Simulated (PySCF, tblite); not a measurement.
# C2ClF3O2S: geometry, infrared bands and NMR shifts

Wanted: the infrared bands and NMR shifts of C2ClF3O2S (`O=S(=O)(Cl)C(F)=C(F)F`), by calculation.

Computed with tblite 0.8.0 and PySCF 2.14.0, with density-fitted response routines of our own, on a single molecule in the gas phase. Atoms are numbered from 0 throughout.

## Step 1: The starting structure

9 atoms, charge 0, multiplicity 1; geometry from: force field or distance geometry start.

Bonds of the start (Å): O0–S1 1.44, S1–O2 1.46, S1–Cl3 2.05, S1–C4 1.73, C4–F5 1.34, C4–C6 1.34, C6–F7 1.35, C6–F8 1.34.

## Step 2: Relaxing the molecule with GFN2-xTB

What the job is given:

```
{"job": {"kind": "relax", "xc": "GFN2-xTB", "basis": "xTB"}, "charge": 0, "multiplicity": 1}
O     -1.125800     1.645500     0.485900
S     -1.161300     0.207500     0.355500
O     -2.002100    -0.597500     1.228700
Cl    -1.909800    -0.137600    -1.522100
C      0.439000    -0.437700     0.390800
F      0.785400    -1.445400     1.210700
C      1.344600     0.090200    -0.445600
F      2.607700    -0.400100    -0.436000
F      1.035900     1.081100    -1.293200
```

The run is started by

```
$ OMP_NUM_THREADS=1 python probes_run.py task.json out
```

The driver reads the jobs from task.json and runs them one after another.

**Question.** This job is followed by: GFN2-xTB harmonic vibrations, gas phase; GIAO PBE0/pcSseg-1 NMR shielding, non-relativistic, gas phase. Predict these results of the whole session: strongest single infrared mode (GFN2-xTB); zero-point energy (GFN2-xTB); 13C shifts against TMS (PBE0/pcSseg-1); 17O shifts against H2O (PBE0/pcSseg-1, means over atoms taken as alike); 33S shifts against CS2 (PBE0/pcSseg-1); 35Cl shifts against HCl (PBE0/pcSseg-1); 19F shifts against CFCl3 (PBE0/pcSseg-1).

**Answer**, as computed:

| quantity | value |
| --- | --- |
| strongest single infrared mode (GFN2-xTB) | 1328 cm⁻¹, 421 km/mol |
| zero-point energy (GFN2-xTB) | 17.8 kcal/mol |
| 13C shifts against TMS (PBE0/pcSseg-1) | 167.3, 151.3 ppm |
| 17O shifts against H2O (PBE0/pcSseg-1, means over atoms taken as alike) | 306.2 ppm |
| 33S shifts against CS2 (PBE0/pcSseg-1) | 300 ppm |
| 35Cl shifts against HCl (PBE0/pcSseg-1) | 655 ppm |
| 19F shifts against CFCl3 (PBE0/pcSseg-1) | -89.4, -89.8, -174.4 ppm |

What this shows: The optimisation took 49 steps and gained 0.391 eV; among the close pairs (by a distance rule), S1–C4 changed most, from 1.726 to 1.813 Å. All 21 modes are real, so the xTB geometry is a minimum. The strongest single mode, at 1328 cm⁻¹, has its largest shares on S1, O2 and O0 (the list is cut at 3 atoms). Unscaled tight-binding wavenumbers are off by several per cent, some by more. Its intensities can rank the bands wrongly. At PBE0/pcSseg-1: The largest span, 1072 ppm, is at Cl3, where the paramagnetic term is -851 ppm.
